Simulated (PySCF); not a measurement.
# FeCl₂⁺: sextet, from a linear start

Where does sextet FeCl₂⁺ go from a linear start, is the end point a minimum, and what are its modes, charges and moments?

The runs use PySCF 2.14.0; PBE0, basis Fe def2-SVP, Cl def2-SVP, no relativity, density fitting.

## 1. Starting geometry

3 atoms, charge 1, spin multiplicity 6.

Bond lengths: Fe1–Cl2 2.107 Å, Fe1–Cl3 2.107 Å. Angles: Cl2–Fe1–Cl3 180.0°.

Coordinates in bohr (charge 1 multiplicity 6):
```
Fe    0.0000    0.0000    0.0000
Cl    0.0000    0.0000    3.9817
Cl    0.0000    0.0000   -3.9817
```

## 2. First SCF at the start

One driver script runs all steps and calls PySCF; scf.py shows how it sets up the SCF of each step. The optimiser is the driver's own. After this first run the driver tries any further starts and a stability analysis.

The input, scf.py:

```python
from pyscf import gto, scf, dft
mol = gto.M(atom='''
Fe     0.000000     0.000000     0.000000
Cl     0.000000     0.000000     2.107000
Cl     0.000000     0.000000    -2.107000''',
    basis={'Fe': 'def2-SVP', 'Cl': 'def2-SVP'},
    charge=1, spin=5)
mf = dft.UKS(mol, xc='PBE0')
mf.grids.atom_grid = (50, 194)
aux = {'Fe': 'def2-universal-JKFIT', 'Cl': 'def2-universal-JKFIT'}
mf = mf.density_fit(auxbasis=aux)
mf.conv_tol = 1e-08
mf.diis_space = 10
mf.max_cycle = 60
mf.init_guess = 'minao'
mf.verbose = 4
mf.kernel()
```

Command:

```sh
OMP_NUM_THREADS=2 python axn.py task.json out
```

The log of the run, cut to the lines that bear on the results:

```text
[... the frontier levels of the middle cycles are left out ...]
init E= -2182.13699243115
[... the frontier-level lines of each cycle are left out ...]
cycle= 1 E= -2173.68194440182  delta_E= 8.46  |g|= 2.79  |ddm|= 8.83
cycle= 2 E= -2156.48261767106  delta_E= 17.2  |g|= 4.85  |ddm|= 9.68
cycle= 3 E= -2174.26750026071  delta_E= -17.8  |g|=  3.7  |ddm|= 7.51
cycle= 4 E= -2175.34104729351  delta_E= -1.07  |g|= 3.61  |ddm|= 0.708
cycle= 5 E= -2174.68007605893  delta_E= 0.661  |g|= 3.69  |ddm|= 0.324
cycle= 6 E= -2174.38217964918  delta_E= 0.298  |g|= 3.73  |ddm|= 0.266
cycle= 7 E= -2174.29991332862  delta_E= 0.0823  |g|= 3.73  |ddm|= 0.135
cycle= 8 E= -2174.82291020144  delta_E= -0.523  |g|= 3.67  |ddm|= 0.423
cycle= 9 E= -2174.83107165899  delta_E= -0.00816  |g|= 3.67  |ddm|= 0.00529
cycle= 10 E= -2174.81402897407  delta_E= 0.017  |g|= 3.67  |ddm|= 0.0202
cycle= 11 E= -2175.05125947082  delta_E= -0.237  |g|= 3.64  |ddm|= 0.141
cycle= 12 E= -2169.40233251186  delta_E= 5.65  |g|=  2.8  |ddm|=   11
cycle= 13 E= -2174.19020764315  delta_E= -4.79  |g|= 3.77  |ddm|=   11
cycle= 14 E= -2173.45591624255  delta_E= 0.734  |g|= 3.84  |ddm|= 0.284
[... 22 cycles left out ...]
cycle= 37 E= -2181.62946047682  delta_E= -2.98  |g|= 1.29  |ddm|= 1.28
cycle= 38 E= -2182.25678578136  delta_E= -0.627  |g|= 1.09  |ddm|= 1.85
cycle= 39 E= -2182.44757195409  delta_E= -0.191  |g|= 0.879  |ddm|= 0.63
cycle= 40 E= -2182.65033448311  delta_E= -0.203  |g|= 0.607  |ddm|= 0.321
cycle= 41 E= -2182.86424850351  delta_E= -0.214  |g|= 0.0718  |ddm|= 0.632
cycle= 42 E= -2182.86326785133  delta_E= 0.000981  |g|= 0.114  |ddm|= 0.189
cycle= 43 E= -2182.86698408572  delta_E= -0.00372  |g|= 0.0739  |ddm|= 0.0477
cycle= 44 E= -2182.86873375957  delta_E= -0.00175  |g|= 0.0429  |ddm|= 0.0346
cycle= 45 E= -2182.86965361797  delta_E= -0.00092  |g|= 0.00327  |ddm|= 0.0435
cycle= 46 E= -2182.86965742858  delta_E= -3.81e-06  |g|= 0.00195  |ddm|= 0.0044
cycle= 47 E= -2182.86965948305  delta_E= -2.05e-06  |g|= 0.000175  |ddm|= 0.00196
cycle= 48 E= -2182.86965952775  delta_E= -4.47e-08  |g|= 0.000143  |ddm|= 0.000599
cycle= 49 E= -2182.86965955104  delta_E= -2.33e-08  |g|= 5.23e-05  |ddm|= 0.000319
cycle= 50 E= -2182.86965955595  delta_E= -4.91e-09  |g|= 3.16e-05  |ddm|= 0.000127
Extra cycle  E= -2182.86965955485  delta_E= 1.1e-09  |g|= 9.33e-05  |ddm|= 0.00013
converged SCF energy = -2182.86965955485  <S^2> = 8.7632829  2S+1 = 6.004426
```

This step, with its further starts and checks, needed 36 s of wall time on 2 threads of Intel Xeon at 2.70GHz, shared host.

Energies from each starting density:

| start | energy (Eh) |
| --- | --- |
| the minimal-basis guess | -2182.869660 |
| a thermally smeared density | -2182.869660 |
| a smeared PBE density | -2182.869660 |

No lower solution of this spin turned up from the other starts or in the test of internal stability.

## 3. Relaxation: linear start, sextet

The program finds D∞h symmetry in the start, which this walk keeps. The walk stops when the largest gradient is under 0.0003 Eh/bohr and the energy has settled too.

scf.py: that of step 2 with these lines changed.

```diff
@@ -15 +14,0 @@
-mf.init_guess = 'minao'
```

Steps of the walk:

| step | energy (Eh) | change (kJ/mol) | largest symmetric gradient (Eh/bohr) |
| --- | --- | --- | --- |
| 0 | -2182.869660 | 0.00 | 0.00796 |
| 1 | -2182.869981 | -0.84 | 0.00230 |
| 2 | -2182.870009 | -0.92 | 0.00012 |
| 3 | -2182.870009 | -0.92 | 0.00000 |

The walk took 16 s.

Positions (Å) and forces (eV/Å) along the way:

```
step 0
Fe   0.000   0.000   0.000   0.000   0.000   0.000
Cl   0.000   0.000   2.107   0.000   0.000  -0.410
Cl   0.000   0.000  -2.107   0.000   0.000   0.409
step 1
Fe   0.000   0.000   0.000   0.000   0.000  -0.001
Cl   0.000   0.000   2.091   0.000   0.000  -0.118
Cl   0.000   0.000  -2.091   0.000   0.000   0.118
step 2
Fe   0.000   0.000   0.000   0.000   0.000   0.000
Cl   0.000   0.000   2.084   0.000   0.000   0.006
Cl   0.000   0.000  -2.084   0.000   0.000  -0.006
step 3
Fe   0.000   0.000   0.000   0.000   0.000   0.000
Cl   0.000   0.000   2.084   0.000   0.000   0.000
Cl   0.000   0.000  -2.084   0.000   0.000   0.000
```

It settles in D∞h symmetry, 0.9 kJ/mol below the start, after 3 steps: Fe–Cl 2.084 Å (×2); Cl–Fe–Cl 180.0°.

## 4. Hessian and properties

The point is checked on the finer grid, and tightened if its gradient asks for it. The Hessian and the dipole derivatives come from central differences of analytic gradients, with steps of 0.02 bohr.

scf.py: that of step 3 with these lines changed.

```diff
@@ -4,2 +4,2 @@
-Cl     0.000000     0.000000     2.107000
-Cl     0.000000     0.000000    -2.107000''',
+Cl     0.000000     0.000000     2.084206
+Cl    -0.000000    -0.000000    -2.084206''',
@@ -9 +9 @@
-mf.grids.atom_grid = (50, 194)
+mf.grids.atom_grid = (75, 302)
@@ -12 +12 @@
-mf.conv_tol = 1e-08
+mf.conv_tol = 1e-10
```

The driver hands on the density of the step before, so the log starts near convergence.

Log of the central SCF (cycles and frontier levels):

```text
init E= -2182.8699028921
[... the frontier-level lines of each cycle are left out ...]
cycle= 1 E= -2182.86990289124  delta_E= 8.59e-10  |g|= 4.51e-05  |ddm|= 4.22e-05
cycle= 2 E= -2182.86990287792  delta_E= 1.33e-08  |g|= 0.000177  |ddm|= 0.000165
cycle= 3 E= -2182.86990289216  delta_E= -1.42e-08  |g|= 1.76e-06  |ddm|= 0.000132
cycle= 4 E= -2182.86990289216  delta_E= 3.18e-12  |g|= 1.44e-07  |ddm|= 2.4e-06
Extra cycle  E= -2182.86990289216  delta_E= -3.64e-12  |g|= 4.71e-07  |ddm|= 4.71e-07
converged SCF energy = -2182.86990289216  <S^2> = 8.7633046  2S+1 = 6.0044332
```

The whole step took 40 s.

Geometry: D∞h; Fe–Cl 2.084 Å (×2); Cl–Fe–Cl 180.0°.

Harmonic modes (main isotopes):

| symmetry | ω (cm⁻¹) | IR (km/mol) |
| --- | --- | --- |
| πu | 47i | 42.5 |
| σg+ | 385 | 0.0 |
| σu+ | 571 | 71.2 |

With 2 modes imaginary (up to 47i cm⁻¹) this point is a saddle.

Constants and moments:

```yaml
Dipole_moment_about_the_centre_of_mass: 0.00 D
Highest_occupied_level: -15.32 eV
Lowest_empty_level: -11.73 eV
Rotational_constants: 0.05549 cm⁻¹
Zero-point_energy_real_modes: 5.7 kJ/mol
Principal_polarisabilities: 20.9, 20.9, 104.4 bohr³
Principal_traceless_quadrupole_moments_about_the_centre_of_mass: -1.09, -1.09, 2.18 D Å
Spin_squared_⟨S²⟩: 8.763
```

Charges (e) and bond orders:

| atom | Mulliken | Löwdin | polar tensor | spin (Mulliken) | Mayer order to Fe1 |
| --- | --- | --- | --- | --- | --- |
| Fe1 | 0.98 | 0.70 | 1.50 | 4.14 | – |
| Cl2,3 | 0.01 | 0.15 | -0.25 | 0.43 | 1.43 |

Outer orbital energies (eV). α occupied: -21.29, -21.29, -16.89, -16.72, -16.29, -16.29, -15.68, -15.68; empty: -7.05, -5.71, -5.71, -2.54. β occupied: -29.18, -28.76, -18.23, -16.58, -16.58, -16.42, -15.32, -15.32; empty: -11.73, -11.73, -11.50, -11.50.

Mulliken populations on Fe1: s 6.46, p 12.53, d 6.03, f 0.00.

## 5. Downhill along the imaginary mode

The atoms are moved a little along the softest imaginary mode and relaxed again.

The program finds C2v symmetry in the start, which this walk keeps. The walk stops when the largest gradient is under 0.0003 Eh/bohr and the energy has settled too.

scf.py: that of step 4 with these lines changed.

```diff
@@ -3,3 +3,3 @@
-Fe     0.000000     0.000000     0.000000
-Cl     0.000000     0.000000     2.084206
-Cl    -0.000000    -0.000000    -2.084206''',
+Fe     0.249998     0.000901     0.000000
+Cl    -0.199944    -0.000721     2.084206
+Cl    -0.199944    -0.000721    -2.084206''',
@@ -9 +9 @@
-mf.grids.atom_grid = (75, 302)
+mf.grids.atom_grid = (50, 194)
@@ -12 +12 @@
-mf.conv_tol = 1e-10
+mf.conv_tol = 1e-08
```

Energy and gradient, step by step:

| step | energy (Eh) | change (kJ/mol) | largest symmetric gradient (Eh/bohr) |
| --- | --- | --- | --- |
| 0 | -2182.868962 | 0.00 | 0.01660 |
| 1 | -2182.870508 | -4.06 | 0.00546 |
| 2 | -2182.870693 | -4.54 | 0.00154 |
| 3 | -2182.870719 | -4.61 | 0.00134 |
| 4 | -2182.870731 | -4.64 | 0.00749 |
| 5 | -2182.870939 | -5.19 | 0.00082 |
| 6 | -2182.870999 | -5.35 | 0.00124 |
| 7 | -2182.871046 | -5.47 | 0.00223 |
| 8 | -2182.871071 | -5.54 | 0.00064 |
| 9 | -2182.871076 | -5.55 | 0.00017 |
| 10 | -2182.871077 | -5.55 | 0.00001 |

The walk took 47 s.

Positions (Å) and forces (eV/Å) along the way:

```
step 0
Fe   0.250   0.001   0.000  -0.327  -0.001   0.000
Cl  -0.200  -0.001   2.084   0.164   0.001  -0.854
Cl  -0.200  -0.001  -2.084   0.164   0.001   0.854
step 1
Fe   0.247   0.001   0.000  -0.065   0.000   0.000
Cl  -0.198  -0.001   2.048   0.032   0.000  -0.281
Cl  -0.198  -0.001  -2.048   0.032   0.000   0.281
step 5
Fe   0.332   0.001   0.000   0.021   0.000   0.000
Cl  -0.241  -0.001   2.001  -0.010   0.000  -0.043
Cl  -0.241  -0.001  -2.001  -0.010   0.000   0.042
step 10
Fe   0.422   0.002   0.000   0.000   0.000   0.000
Cl  -0.286  -0.001   1.953   0.000   0.000   0.000
Cl  -0.286  -0.001  -1.953   0.000   0.000   0.000
```

After 10 steps and 5.6 kJ/mol it ends at C2v: Fe–Cl 2.077 Å (×2); Cl–Fe–Cl 140.2°.

## 6. Frequencies

As before: finer grid, then central differences.

scf.py: that of step 5 with these lines changed.

```diff
@@ -3,3 +3,3 @@
-Fe     0.249998     0.000901     0.000000
-Cl    -0.199944    -0.000721     2.084206
-Cl    -0.199944    -0.000721    -2.084206''',
+Fe     0.384256     0.001385     0.000000
+Cl    -0.309949    -0.001117     1.958310
+Cl    -0.309949    -0.001117    -1.958310''',
@@ -9 +9 @@
-mf.grids.atom_grid = (50, 194)
+mf.grids.atom_grid = (75, 302)
@@ -12 +12 @@
-mf.conv_tol = 1e-08
+mf.conv_tol = 1e-10
```

SCF at the final geometry:

```text
init E= -2182.87102192089
[... the frontier-level lines of each cycle are left out ...]
cycle= 1 E= -2182.87102192087  delta_E= 2.36e-11  |g|= 9.85e-06  |ddm|= 1.29e-05
Extra cycle  E= -2182.8710219202  delta_E= 6.65e-10  |g|= 3.87e-05  |ddm|= 3.86e-05
converged SCF energy = -2182.8710219202  <S^2> = 8.7633886  2S+1 = 6.0044612
```

The whole step needed 80 s of wall time on 2 threads of Intel Xeon at 2.70GHz, shared host.

Geometry: C2v; Fe–Cl 2.078 Å (×2); Cl–Fe–Cl 141.0°.

Harmonic modes (main isotopes):

| symmetry | ω (cm⁻¹) | IR (km/mol) | type |
| --- | --- | --- | --- |
| a1 | 61 | 12.4 | bend |
| a1 | 414 | 7.1 | stretch |
| b2 | 550 | 62.4 | stretch |

Every mode is real; the point is a minimum.

Constants and moments:

```
Dipole moment about the centre of mass                          : 2.62 D
Highest occupied level                                          : -15.42 eV
Lowest empty level                                              : -11.57 eV
Rotational constants                                            : 1.126, 0.06285, 0.05953 cm⁻¹
Zero-point energy                                               : 6.1 kJ/mol
Principal polarisabilities                                      : 20.3, 24.4, 93.3 bohr³
Principal traceless quadrupole moments about the centre of mass : -1.82, 0.35, 1.47 D Å
Entropy at 298.15 K and 1 bar (electronic part: spin only)      : 309.3 J/(mol K)
Heat capacity Cp at 298.15 K                                    : 52.3 J/(mol K)
Enthalpy at 298.15 K above 0 K                                  : 13.32 kJ/mol
Rotational symmetry number                                      : 2
Spin squared ⟨S²⟩                                               : 8.763
```

Populations by atom (charges in e):

```csv
atom,Mulliken,Löwdin,polar tensor,spin (Mulliken),Mayer order to Fe1
Fe1,0.96,0.68,1.44,4.09,–
"Cl2,3",0.02,0.16,-0.22,0.45,1.51
```

Mulliken populations on Fe1: s 6.45, p 12.54, d 6.06, f 0.00.

## 7. All stationary points

| spin | group | bonds | imaginary modes (cm⁻¹) | ΔE (kJ/mol) | with zero-point energy |
| --- | --- | --- | --- | --- | --- |
| sextet | C2v | Fe–Cl 2.078 Å (×2) | none | 0.0 | 0.0 |
| sextet | D∞h | Fe–Cl 2.084 Å (×2) | 47i, 47i | 2.9 | – |

## 8. Density, ELF and potential

The plane holds Fe1 at (0.00, 0.00), Cl2 at (2.08, 0.00), Cl3 at (-1.61, 1.31) Å. Columns run from x = -3.75 to 4.35 Å, rows from y = 3.75 (top) to -1.95 Å, in steps of 0.3 Å.

Density (cut at 5 e/Å³):

Ten steps from '0' (0.000 e/Å³) to '9' (5.000 e/Å³), finer at the low end (step k begins (100^(k/10) - 1)/99 of the way up):
```
0000000000000000000000000000
0000000000000000000000000000
0000000000000000000000000000
0000011111000000000000000000
0000122332110000000000000000
0001235554311000000000000000
0012357776431000000000000000
0012578987532100001110000000
0013579997643211122222100000
0013579997644322234443210000
0012467877556654456766421000
0001345665689985567887531000
0001123444699997578998642000
0000012233699997578998642000
0000001123589985567887531000
0000000011356654456766421000
0000000000122322234443210000
0000000000001111122222100000
0000000000000000001110000000
0000000000000000000000000000
```

ELF (0 where the density is under 0.005 e/Å³):

Ten even steps from '0' (0.00) to '9' (0.90):
```
0000000000000000000000000000
0000000000000000000000000000
0000012332100000000000000000
0001245555420000000000000000
0013467887641000000000000000
0024689999753100000000000000
0136899899974200001111000000
0247991308975200123444320000
0258983684973101356777642000
0357991816841101478999764100
0257998468413321589999975200
0146899996158861496118985310
0024678872281182481991996310
0002356641381182481991996310
0000134321268861496118985310
0000002111124421599999974200
0000000000011112578998753100
0000000000000012466776542000
0000000000000001344444320000
0000000000000000111111000000
```

Electrostatic potential (cut at 20 V):

Ten steps from '0' (2.44 V) to '9' (20.00 V), finer at the low end (step k begins (100^(k/10) - 1)/99 of the way up):
```
2233334444444444433333222100
2333444444444444444433322210
3344445555555555444443333221
3444555555555555554444433322
3445667776665555555544443322
4456788998766666655554444332
4456899999877666665555444333
4557999999987777666655544433
4567999999988887777766554443
4567999999999998888887765443
4556899999999999899999875544
4556789999999999999999976544
4556677889999999999999986544
4555667789999999999999986544
4555667789999999999999976544
4555667789999999999999876544
4455666788999998888887765443
4455566778889888777766655443
4455566677788877766665554443
4445556667777777666555544433
```

Along Fe1–Cl2 (2.078 Å) the density is least, 0.72 e/Å³, about 0.93 Å from Fe1; ELF there is 0.17.

Making the fields took 2.4 s.

## 9. Summary of results

| quantity | value |
| --- | --- |
| minimum | sextet, C2v |
| geometry | Fe–Cl 2.078 Å (×2); Cl–Fe–Cl 141.0° |
| wavenumbers (cm⁻¹) | 61 (a1), 414 (a1), 550 (b2) |
| dipole moment (centre of mass) | 2.62 D |
| highest occupied, lowest empty level (either spin) | -15.42, -11.57 eV |
| polar-tensor charge of Fe1 | +1.44 e |
| zero-point energy | 6.1 kJ/mol |
| entropy at 298.15 K | 309.3 J/(mol K) |
| ⟨S²⟩ | 8.763 |

What this shows: The linear start (D∞h) ends in a minimum of C2v symmetry, after a stop at a second-order saddle point 2.9 kJ/mol higher, from which it was pushed off along an imaginary mode. In the infrared the band at 550 cm⁻¹ (b2, stretch) leads. Most of the spin sits on Fe1 (Mulliken spin 4.09, against 5 for the whole molecule). Only this shape and spin were tried, so other structures or states may lie lower. One determinant may miss the lowest occupation of an open d or f shell.

The search up to here took 3.7 min.
